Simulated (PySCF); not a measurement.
# [Eu(NH3)3]2+: other functionals and bases at one geometry

How far do other levels of theory move the description of [Eu(NH3)3]2+, and what does each cost? It is a constructed species; whether it can be made isn't addressed.

The runs use PySCF 2.14.0; several levels, as the steps say, no spin–orbit coupling.

1 further run of the same task is left out (for a known fault of the program).

**1. The system as given**

13 atoms, charge 2, spin multiplicity 1.

Bond lengths: Eu1–N2 2.675 Å, Eu1–N6 2.673 Å, Eu1–N10 2.673 Å, N2–H3 1.038 Å, N2–H4 1.038 Å, N2–H5 1.038 Å, N6–H7 1.038 Å, N6–H8 1.038 Å, N6–H9 1.038 Å, N10–H11 1.038 Å, N10–H12 1.038 Å, N10–H13 1.038 Å. Angles: N2–Eu1–N6 120.0°, N2–Eu1–N10 120.0°, N6–Eu1–N10 120.0°, Eu1–N2–H3 115.2°, Eu1–N2–H4 115.3°, Eu1–N2–H5 115.2°, H3–N2–H4 103.1°, H3–N2–H5 103.1°, H4–N2–H5 103.2°, Eu1–N6–H7 115.3°, Eu1–N6–H8 115.2°, Eu1–N6–H9 115.3°, H7–N6–H8 103.1°, H7–N6–H9 103.2°, H8–N6–H9 103.1°, Eu1–N10–H11 115.3°, Eu1–N10–H12 115.2°, Eu1–N10–H13 115.2° and more.

Geometry (Å):

```xyz
13
charge 2, multiplicity 1
Eu   -0.0007   -0.0004   -0.0012
N     2.6739    0.0002    0.0023
H     3.1141   -0.2464    0.9094
H     3.1184   -0.6612   -0.6627
H     3.1164    0.9082   -0.2358
N    -1.3370    2.3150    0.0113
H    -1.0378    2.9954    0.7357
H    -1.2764    2.8644   -0.8672
H    -2.3595    2.2359    0.1697
N    -1.3368   -2.3154   -0.0136
H    -2.0312   -2.4301    0.7490
H    -1.8944   -2.4994   -0.8694
H    -0.7490   -3.1661    0.0726
```

Formal oxidation states: Eu +2. Each metal's 7 4f electrons lie in its core potential, so multiplicities, spins and levels count the valence alone. An earlier session relaxed this geometry at BP86, Eu lcecp-0-SVP with ECP53, N def2-SVP, H def2-SVP (singlet, point group C1).

At BP86 on the finer grid: E = -198.557459 Eh, frontier levels not given, since the 4f levels lie in the core, Mulliken charge on Eu1 +1.23 e, largest force component 0.007 eV/Å. 

Levels to run: TPSSh; CAM-B3LYP; B3LYP; revPBE; BP86, TZVP; PBE0, SVP. Hardware: 2 threads of Arm Neoverse V1, shared host.

**2. TPSSh**

run.py (the lines that set the calculation) reads:

```python
mol = gto.M(atom='''
Eu    -0.00072    -0.00039    -0.00118
N      2.67386     0.00016     0.00229
H      3.11407    -0.24639     0.90939
H      3.11842    -0.66118    -0.66273
H      3.11644     0.90816    -0.23584
N     -1.33702     2.31503     0.01129
H     -1.03780     2.99536     0.73568
H     -1.27642     2.86437    -0.86722
H     -2.35950     2.23585     0.16974
N     -1.33681    -2.31535    -0.01364
H     -2.03118    -2.43008     0.74905
H     -1.89437    -2.49943    -0.86941
H     -0.74897    -3.16610     0.07258''',
    basis={'Eu': 'lcecp-0-SVP', 'N': 'def2-SVP', 'H': 'def2-SVP'},
    ecp={'Eu': 'lcecp-0-SVP'},
    charge=2, spin=0)
mf = dft.RKS(mol, xc='TPSSH')
mf.grids.atom_grid = (75, 302)  # f atoms: unpruned, at least (60, 302)
mf = mf.density_fit()  # fitting sets: Eu AutoAux, N def2-universal-JKFIT, H def2-universal-JKFIT
mf.conv_tol = 1e-08; mf.max_cycle = 55
mf.kernel(dm0)  # dm0: the density of the relaxed state
```

The run is started by

```sh
$ OMP_NUM_THREADS=2 python run.py
```

**3. CAM-B3LYP**

run.py (the lines that set the calculation): that of step 2 with these lines changed.

```diff
@@ -17,3 +17,3 @@
     charge=2, spin=0)
-mf = dft.RKS(mol, xc='TPSSH')
+mf = dft.RKS(mol, xc='CAMB3LYP')
 mf.grids.atom_grid = (75, 302)  # f atoms: unpruned, at least (60, 302)
```

**4. B3LYP**

run.py (the lines that set the calculation): that of step 3 with these lines changed.

```diff
@@ -17,3 +17,3 @@
     charge=2, spin=0)
-mf = dft.RKS(mol, xc='CAMB3LYP')
+mf = dft.RKS(mol, xc='B3LYP')
 mf.grids.atom_grid = (75, 302)  # f atoms: unpruned, at least (60, 302)
```

**5. revPBE**

run.py (the lines that set the calculation): that of step 4 with these lines changed.

```diff
@@ -17,3 +17,3 @@
     charge=2, spin=0)
-mf = dft.RKS(mol, xc='B3LYP')
+mf = dft.RKS(mol, xc='PBE_R,PBE')
 mf.grids.atom_grid = (75, 302)  # f atoms: unpruned, at least (60, 302)
```

**6. BP86, TZVP**

Basis: Eu lcecp-0-TZVP with ECP53, N def2-TZVP, H def2-TZVP. 

run.py (the lines that set the calculation): that of step 5 with these lines changed.

```diff
@@ -14,6 +14,6 @@
 H     -0.74897    -3.16610     0.07258''',
-    basis={'Eu': 'lcecp-0-SVP', 'N': 'def2-SVP', 'H': 'def2-SVP'},
-    ecp={'Eu': 'lcecp-0-SVP'},
+    basis={'Eu': 'lcecp-0-TZVP', 'N': 'def2-TZVP', 'H': 'def2-TZVP'},
+    ecp={'Eu': 'lcecp-0-TZVP'},
     charge=2, spin=0)
-mf = dft.RKS(mol, xc='PBE_R,PBE')
+mf = dft.RKS(mol, xc='B88,P86')
 mf.grids.atom_grid = (75, 302)  # f atoms: unpruned, at least (60, 302)
@@ -21,2 +21,2 @@
 mf.conv_tol = 1e-08; mf.max_cycle = 55
-mf.kernel(dm0)  # dm0: the density of the relaxed state
+mf.kernel(dm0)  # dm0: free metal ions and neutral atoms
```

**7. PBE0, SVP**

Basis: Eu def2-SVP with ECP28, N def2-SVP, H def2-SVP. The 4f electrons are now in the valence.

run.py (the lines that set the calculation): that of step 6 with these lines changed.

```diff
@@ -14,8 +14,8 @@
 H     -0.74897    -3.16610     0.07258''',
-    basis={'Eu': 'lcecp-0-TZVP', 'N': 'def2-TZVP', 'H': 'def2-TZVP'},
-    ecp={'Eu': 'lcecp-0-TZVP'},
-    charge=2, spin=0)
-mf = dft.RKS(mol, xc='B88,P86')
+    basis={'Eu': 'def2-SVP', 'N': 'def2-SVP', 'H': 'def2-SVP'},
+    ecp={'Eu': 'def2-SVP'},
+    charge=2, spin=7)
+mf = dft.UKS(mol, xc='PBE0')
 mf.grids.atom_grid = (75, 302)  # f atoms: unpruned, at least (60, 302)
-mf = mf.density_fit()  # fitting sets: Eu AutoAux, N def2-universal-JKFIT, H def2-universal-JKFIT
+mf = mf.density_fit()  # fitting sets: Eu def2-universal-JKFIT, N def2-universal-JKFIT, H def2-universal-JKFIT
 mf.conv_tol = 1e-08; mf.max_cycle = 55
```

**Question.** What will these runs give? Wanted: for each run, charge on Eu1; dipole; largest force.

**Answer**, as computed:

| level | state | charge on Eu1 (e) | dipole (D) | largest force (eV/Å) | basis functions | time |
| --- | --- | --- | --- | --- | --- | --- |
| BP86 (relaxed here) | singlet | 1.23 | 0.00 | 0.01 | 118 | 20 s |
| TPSSh | singlet | 1.30 | 0.00 | 0.36 | 118 | 12 s |
| CAM-B3LYP | singlet | 1.30 | 0.00 | 0.50 | 118 | 9.5 s |
| B3LYP | singlet | 1.28 | 0.00 | 0.46 | 118 | 7 s |
| revPBE | singlet | 1.23 | 0.00 | 0.10 | 118 | 7.2 s |
| BP86, TZVP | singlet | 1.59 | 0.00 | 0.44 | 194 | 34 s |
| PBE0, SVP | octet | 1.32 | 0.00 | 0.44 | 165 | 86 s |

Times are on 2 threads of Arm Neoverse V1, shared host; the first row also made further properties. The dipole of a charged species depends on the origin, so these sizes hold for this origin alone.

The largest leftover force, 0.50 eV/Å with CAM-B3LYP, stands at a geometry relaxed at another level. The Mulliken charge on Eu spans +1.23 to +1.59 e over the levels. With 4f in the core, its levels are missing from HOMO and gap. Total energies of different levels can't be compared. Spin–orbit coupling is left out throughout.
